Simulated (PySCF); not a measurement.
**PtCl₂: singlet, from a linear start**

Aim: relax PtCl₂ as a singlet from a linear start, check by its vibrations whether the end is a minimum, and collect its spectrum and constants.

Program: PySCF 2.14.0. Level of theory: PBE0, basis Pt def2-TZVP with ECP60, Cl def2-TZVP, scalar-relativistic core potentials, no spin–orbit coupling, density fitting. These are calculated values, not measurements.

## (1) The starting structure

3 atoms, charge 0, spin multiplicity 1.

Bond lengths: Pt1–Cl2 2.220 Å, Pt1–Cl3 2.220 Å. Angles: Cl2–Pt1–Cl3 180.0°.

Z-matrix (Å, degrees; charge 0 multiplicity 1):
```
Pt
Cl 1 2.2200
Cl 1 2.2200 2 180.00
```

## (2) Relaxing the singlet from the linear start

One driver script runs all steps and calls PySCF; scf.py shows how it sets up the SCF of each step. The optimiser is the driver's own. Before each start the driver seeks the lowest SCF state from one or more starting densities and follows internal instabilities, so scf.py alone need not reach the same state.

The program finds D∞h symmetry in the start, which this walk keeps.

Contents of scf.py:

```python
from pyscf import gto, scf, dft
mol = gto.M(atom='''
Pt     0.000000     0.000000     0.000000
Cl     0.000000     0.000000     2.220000
Cl     0.000000     0.000000    -2.220000''',
    basis={'Pt': 'def2-TZVP', 'Cl': 'def2-TZVP'},
    ecp={'Pt': 'def2-TZVP'},
    charge=0, spin=0)
mf = dft.RKS(mol, xc='PBE0')
mf.grids.atom_grid = (50, 194)
aux = {'Pt': 'def2-universal-JKFIT', 'Cl': 'def2-universal-JKFIT'}
mf = mf.density_fit(auxbasis=aux)
mf.kernel()
```

The optimiser's trace:

| step | energy (Eh) | change (kJ/mol) | largest symmetric gradient (Eh/bohr) |
| --- | --- | --- | --- |
| 0 | -1039.460742 | 0.00 | 0.02553 |
| 1 | -1039.464402 | -9.61 | 0.00305 |
| 2 | -1039.464440 | -9.71 | 0.00066 |
| 3 | -1039.464442 | -9.72 | 0.00001 |

The walk ran for 4.8 s (4 threads, shared host).

Positions (Å) and forces (eV/Å) along the way:

```
step 0
Pt   0.000   0.000   0.000   0.000   0.000   0.000
Cl   0.000   0.000   2.220   0.000   0.000  -1.313
Cl   0.000   0.000  -2.220   0.000   0.000   1.313
step 1
Pt   0.000   0.000   0.000   0.000   0.000   0.000
Cl   0.000   0.000   2.155   0.000   0.000  -0.157
Cl   0.000   0.000  -2.155   0.000   0.000   0.157
step 2
Pt   0.000   0.000   0.000   0.000   0.000   0.000
Cl   0.000   0.000   2.146   0.000   0.000   0.034
Cl   0.000   0.000  -2.146   0.000   0.000  -0.034
step 3
Pt   0.000   0.000   0.000   0.000   0.000   0.000
Cl   0.000   0.000   2.148   0.000   0.000  -0.001
Cl   0.000   0.000  -2.148   0.000   0.000   0.001
```

End point (D∞h, 3 steps, 9.7 kJ/mol gained): Pt–Cl 2.148 Å (×2); Cl–Pt–Cl 180.0°.

## (3) Vibrations and properties at this point

On the finer grid the gradient is checked again; gradients at displacements of ±0.01 bohr then give force constants and infrared intensities.

Changes to scf.py since step 2:

```diff
@@ -3,3 +3,3 @@
-Pt     0.000000     0.000000     0.000000
-Cl     0.000000     0.000000     2.220000
-Cl     0.000000     0.000000    -2.220000''',
+Pt     0.000000    -0.000000     0.000000
+Cl     0.000000    -0.000000     2.148184
+Cl    -0.000000     0.000000    -2.148184''',
@@ -10 +10 @@
-mf.grids.atom_grid = (50, 194)
+mf.grids.atom_grid = (75, 302)
```

This SCF starts from the last density.

SCF at the final geometry:

```text
init E= -1039.46447432328
  HOMO = -0.285307360744064  LUMO = -0.227600181683683  gap/eV = 1.57029
cycle= 1 E= -1039.46447432321  delta_E= 7.32e-11  |g|= 1.96e-05  |ddm|= 1.96e-05
  HOMO = -0.285311318249298  LUMO = -0.227604454832076  gap/eV = 1.57028
cycle= 2 E= -1039.46447432261  delta_E= 6.05e-10  |g|= 5.54e-05  |ddm|= 5.5e-05
  HOMO = -0.285308517550021  LUMO = -0.227601415976714  gap/eV = 1.57029
cycle= 3 E= -1039.4644743233  delta_E= -6.9e-10  |g|= 5.92e-07  |ddm|= 4.05e-05
  HOMO = -0.285308459630744  LUMO = -0.227601357862848  gap/eV = 1.57029
cycle= 4 E= -1039.4644743233  delta_E= -1.36e-12  |g|= 3.72e-07  |ddm|= 1.99e-06
  HOMO = -0.285308463894246  LUMO = -0.227601361806398  gap/eV = 1.57029
Extra cycle  E= -1039.4644743233  delta_E= -4.55e-13  |g|= 3.88e-07  |ddm|= 3.48e-06
converged SCF energy = -1039.4644743233
```

The whole step took 13 s.

Geometry: D∞h; Pt–Cl 2.148 Å (×2); Cl–Pt–Cl 180.0°.

Harmonic modes (main isotopes):

| ω (cm⁻¹) | IR (km/mol) | type |
| --- | --- | --- |
| 91i | 0.6 | bend |
| 137 | 0.0 | bend |
| 414 | 0.0 | stretch |
| 438 | 66.6 | stretch |

1 mode is imaginary, the largest at 91i cm⁻¹: a saddle point, not a minimum.

The SCF density has lower symmetry than the nuclear frame, so the modes carry no labels; pairs that should be degenerate can split.

Properties at this point:

| Item | Value |
| --- | --- |
| Dipole moment | 0.00 D |
| Highest occupied level | -7.76 eV |
| Lowest empty level | -6.19 eV |
| Rotational constants | 0.05223 cm⁻¹ |
| Zero-point energy (real modes) | 5.9 kJ/mol |
| Principal polarisabilities | 40.2, 40.9, 112.5 bohr³ |
| Atomisation energy without zero-point energy | 564 kJ/mol |
| Principal traceless quadrupole moments about the centre of mass | -2.52, 0.94, 1.58 D Å |

Populations by atom (charges in e):

```
 atom  Mulliken  Löwdin  polar tensor  Mayer order to Pt1
  Pt1      0.41   -0.23          0.67                   –
Cl2,3     -0.21    0.12         -0.34                1.25
```

Outer orbital energies (eV). occupied: -11.77, -10.91, -10.28, -10.28, -9.23, -9.00, -8.09, -7.76; empty: -6.19, -0.08, 0.25, 0.52.

Mulliken populations on Pt1 (outside its core potential): s 2.96, p 6.22, d 8.38, f 0.02.

## (4) Leaving the saddle point

The start is the last point, displaced along its most imaginary mode.

The program finds C2v symmetry in the start, which this walk keeps.

Changes to scf.py since step 3:

```diff
@@ -3,3 +3,3 @@
-Pt     0.000000    -0.000000     0.000000
-Cl     0.000000    -0.000000     2.148184
-Cl    -0.000000     0.000000    -2.148184''',
+Pt    -0.082200     0.035856    -0.000000
+Cl     0.229148    -0.099956     2.148184
+Cl     0.229148    -0.099956    -2.148184''',
@@ -10 +10 @@
-mf.grids.atom_grid = (75, 302)
+mf.grids.atom_grid = (50, 194)
```

The optimiser's trace:

| step | energy (Eh) | change (kJ/mol) | largest symmetric gradient (Eh/bohr) |
| --- | --- | --- | --- |
| 0 | -1039.466815 | 0.00 | 0.01157 |
| 1 | -1039.468847 | -5.34 | 0.00770 |
| 2 | -1039.475248 | -22.14 | 0.00746 |
| 3 | -1039.476227 | -24.71 | 0.01869 |
| 4 | -1039.477993 | -29.35 | 0.00544 |
| 5 | -1039.478393 | -30.40 | 0.00405 |
| 6 | -1039.478774 | -31.40 | 0.00146 |
| 7 | -1039.478787 | -31.43 | 0.00021 |
| 8 | -1039.478788 | -31.44 | 0.00000 |

The walk took 11 s.

After 8 steps and 31.4 kJ/mol it ends at C2v: Pt–Cl 2.157 Å (×2); Cl–Pt–Cl 115.7°.

## (5) Vibrations and properties at this point

The same treatment as at the point before.

Changes to scf.py since step 4:

```diff
@@ -3,3 +3,3 @@
-Pt    -0.082200     0.035856    -0.000000
-Cl     0.229148    -0.099956     2.148184
-Cl     0.229148    -0.099956    -2.148184''',
+Pt    -0.273146     0.119148     0.000000
+Cl     0.772042    -0.336770     1.830462
+Cl     0.772042    -0.336770    -1.830462''',
@@ -10 +10 @@
-mf.grids.atom_grid = (50, 194)
+mf.grids.atom_grid = (75, 302)
```

Log of the central SCF (cycles and frontier levels):

```text
init E= -1039.47871823362
  HOMO = -0.287032213550424  LUMO = -0.184111751865943  gap/eV = 2.80061
cycle= 1 E= -1039.4787182335  delta_E= 1.16e-10  |g|= 2.67e-05  |ddm|= 2.84e-05
  HOMO = -0.287027054702895  LUMO = -0.184105942874704  gap/eV = 2.80063
cycle= 2 E= -1039.47871823279  delta_E= 7.08e-10  |g|= 6.25e-05  |ddm|= 6.59e-05
  HOMO = -0.287030310601358  LUMO = -0.184109740038435  gap/eV = 2.80061
cycle= 3 E= -1039.47871823365  delta_E= -8.57e-10  |g|= 3.45e-06  |ddm|= 4.76e-05
  HOMO = -0.287030443339022  LUMO = -0.184109830766902  gap/eV = 2.80061
cycle= 4 E= -1039.47871823365  delta_E= -2.05e-12  |g|= 5.65e-07  |ddm|= 3.22e-06
  HOMO = -0.287030467007195  LUMO = -0.184109848684243  gap/eV = 2.80061
Extra cycle  E= -1039.47871823365  delta_E= 2.73e-12  |g|= 9.17e-07  |ddm|= 1.34e-06
converged SCF energy = -1039.47871823365
```

The whole step took 16 s.

Geometry: C2v; Pt–Cl 2.157 Å (×2); Cl–Pt–Cl 116.2°.

Modes, for the most abundant isotopes:

```tsv
symmetry	ω (cm⁻¹)	IR (km/mol)	type
a1	74	5.0	bend
a1	420	10.3	stretch
b2	428	22.3	stretch
```

All wavenumbers are real: a minimum.

Constants and moments:

```yaml
Dipole_moment: 1.79 D
Highest_occupied_level: -7.81 eV
Lowest_empty_level: -5.01 eV
Rotational_constants: 0.2519, 0.07194, 0.05596 cm⁻¹
Zero-point_energy: 5.5 kJ/mol
Principal_polarisabilities: 41.7, 54.9, 82.9 bohr³
Atomisation_energy_without_zero-point_energy: 601 kJ/mol
Principal_traceless_quadrupole_moments_about_the_centre_of_mass: -2.08, -0.32, 2.40 D Å
Entropy_at_298.15_K_and_1_bar: 309.3 J/(mol K)
Heat_capacity_Cp_at_298.15_K: 53.4 J/(mol K)
Enthalpy_at_298.15_K_above_0_K: 13.48 kJ/mol
Rotational_symmetry_number: 2
```

Charges (e) and bond orders:

```tsv
atom	Mulliken	Löwdin	polar tensor	Mayer order to Pt1
Pt1	0.48	-0.19	0.73	–
Cl2,3	-0.24	0.10	-0.37	1.17
```

Mulliken populations on Pt1 (outside its core potential): s 2.71, p 6.22, d 8.58, f 0.02.

## (6) Stability of the closed shell

At the lowest minimum the closed shell is tested against spin polarisation, on the (50, 194) grid. It is unstable: an open-shell solution lies lower. That solution was not followed to a minimum here.

## (7) The points found, side by side

| spin | group | bonds | imaginary modes (cm⁻¹) | ΔE (kJ/mol) | with zero-point energy |
| --- | --- | --- | --- | --- | --- |
| singlet | C2v | Pt–Cl 2.157 Å (×2) | none | 0.0 | 0.0 |
| singlet | D∞h (density of lower symmetry) | Pt–Cl 2.148 Å (×2) | 91i | 37.4 | – |

## (8) Outcome

```
                            quantity                                                            value
                             minimum  singlet, C2v (closed shell, unstable towards spin polarisation)
                            geometry                              Pt–Cl 2.157 Å (×2); Cl–Pt–Cl 116.2°
                  wavenumbers (cm⁻¹)                                      74 (a1), 420 (a1), 428 (b2)
                       dipole moment                                                           1.79 D
highest occupied, lowest empty level                                                  -7.81, -5.01 eV
          polar-tensor charge of Pt1                                                          +0.73 e
                   zero-point energy                                                       5.5 kJ/mol
```

**Reading.** From D∞h at the start the molecule goes to a C2v minimum, after a stop at a saddle point 37.4 kJ/mol higher, from which it was pushed off along an imaginary mode. In the infrared the band at 428 cm⁻¹ (b2, stretch) leads. Other starts or spin states, not run here, may lie lower. Take wavenumbers under 90 cm⁻¹ as rough. Spin polarisation would lower this closed shell, so its numbers describe a constrained state. With an element this heavy the missing spin–orbit coupling can shift these numbers.

The search up to here ran for 51 s (4 threads, shared host).
